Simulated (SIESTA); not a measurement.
An input for SIESTA 5.4.2 (Li2Fe2W):

File Li2Fe2W.fdf:

```
SystemName                      Li2Fe2W
SystemLabel                     Li2Fe2W
NumberOfSpecies                 3
NumberOfAtoms                   5
%block ChemicalSpeciesLabel
  1   3 Li
  2  26 Fe
  3  74 W
%endblock ChemicalSpeciesLabel
%include structure.fdf

%block kgrid.MonkhorstPack
    6   0   0  0.0
    0   6   0  0.0
    0   0   3  0.0
%endblock kgrid.MonkhorstPack
%block XC.Mix
  2
  GGA LIBXC-00-GGA_X_XPBE 1.0 0.0
  GGA LIBXC-00-GGA_C_XPBE 0.0 1.0
%endblock XC.Mix
PAO.BasisSize                   TZP
PAO.EnergyShift                 0.01 Ry
Mesh.Cutoff                     800 Ry
Spin                            polarized
%block DM.InitSpin
    1   0.000
    2   0.000
    3   3.000
    4  -1.500
    5   0.000
%endblock DM.InitSpin
Spin.Fix                        true
Spin.Total                      0.00
DFTU.ProjectorGenerationMethod  1
%block DFTU.Proj
  Fe 1
  n=3 2
  4.50 0.00
  0.0
  W 1
  n=5 2
  4.50 0.00
  0.0
%endblock DFTU.Proj
DFTU.FirstIteration             true
OccupationFunction              FD
ElectronicTemperature           0.05 eV
MaxSCFIterations                200
SCF.MustConverge                false
SCF.Mixer.Method                Pulay
SCF.Mixer.Weight                0.1
SCF.Mixer.History               10
SCF.DM.Tolerance                5.0e-05
SCF.H.Tolerance                 1.0e-03 eV
SCF.Mix                         Hamiltonian
WriteForces                     true
Charge.Mulliken                 end
%block PAO.PolarizationScheme
  Li non-perturbative
%endblock PAO.PolarizationScheme
```

File structure.fdf:

```
LatticeConstant                 1.0 Ang
%block LatticeVectors
     3.6081073885     0.0000000000     0.0000000000
    -1.8040536894     3.1247126576     0.0000000000
     0.0000000000     0.0000000000     6.4054943552
%endblock LatticeVectors
AtomicCoordinatesFormat         Fractional
%block AtomicCoordinatesAndAtomicSpecies
     0.6666666700     0.3333333300     0.3759044400  1  Li
     0.3333333300     0.6666666700     0.6240955600  1  Li
     0.6666666700     0.3333333300     0.7219373600  2  Fe
     0.3333333300     0.6666666700     0.2780626400  2  Fe
     0.0000000000     0.0000000000     0.0000000000  3  W
%endblock AtomicCoordinatesAndAtomicSpecies
```

Potentials or basis: PseudoDojo 0.4 standard (PBE files), TZP (energy shift 0.01 Ry).

The run is started by

```bash
$ siesta Li2Fe2W.fdf > Li2Fe2W.out 2>&1
```

Problem. How does this run end?

Solution. The run stopped without a result. It printed:

Li2Fe2W.out:

```text
Version         : 5.4.2

                           ***********************
                           *  WELCOME TO SIESTA  *
                           ***********************

 NOTE: Siesta V5 introduces some new defaults for basis-set generation
 NOTE: which might lead to slightly different numerical results.
 NOTE: Please see the manual for full details and compatibility measures.

[... 897 lines left out ...]

Attempting to read DM from file... Failed...
DM filled with atomic data (user-defined):

InitMesh: MESH = 54 x 54 x 120 = 349920
InitMesh: Mesh cutoff (required, used) =   800.000   825.409 Ry
hubbard_term: recalculating local occupations    1
hubbard_term: maximum change in local occup.    0.888303
hubbard_term: recalculating Hamiltonian
cdiag: Failure to converge standard eigenproblem
Stopping Program from Node:    0
cdiag: Failure to converge standard eigenproblem
Stopping Program from Node:    0
```

Among its messages:

```text
xc_check: WARNING: Pseudopotential generated with GGA PBE functional
```
